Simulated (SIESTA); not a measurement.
The system is HfB.

```
Hf B
1.0
     0.00000    2.31000    2.31000
     2.31000    0.00000    2.31000
     2.31000    2.31000    0.00000
Hf B
1 1
Direct
  0.50000 0.50000 0.50000
  0.00000 0.00000 0.00000
```

Base run:

```yaml
Program: SIESTA 5.4.2
Functional: vdW-DF-cx
Potentials_or_basis: PseudoDojo 0.4 standard (PBE files)
Basis: DZP (energy shift 0.003 Ry; two zetas on semicore shells)
Grid_cutoff: 800 Ry
Energy_shift: 0.003 Ry
k_mesh: 10 × 10 × 10
Occupations: fermi-dirac, width 0.05 eV
Spin: no spin polarisation
```

Its results: band gap on the k mesh none (metal or under the smearing width); pressure 27.3 GPa.

Q: The run is repeated on the same cell with these changes: functional from vdW-DF-cx to vdW-DF2. What comes out?

A: Band gap on the k mesh none (metal or under the smearing width); pressure 40.5 GPa.

Caveats: short orbitals over semicore shells can move pressures by several GPa; the potentials were made for another functional, which shifts forces and pressure; spin-orbit coupling is left out, which moves the levels of the heavy elements; the basis of atomic orbitals isn't converged, which shifts pressures, moduli and gaps; a pressure of tens of GPa on the cell as given is suspect, and the run, the potentials or the cell itself is likely at fault (some runs).
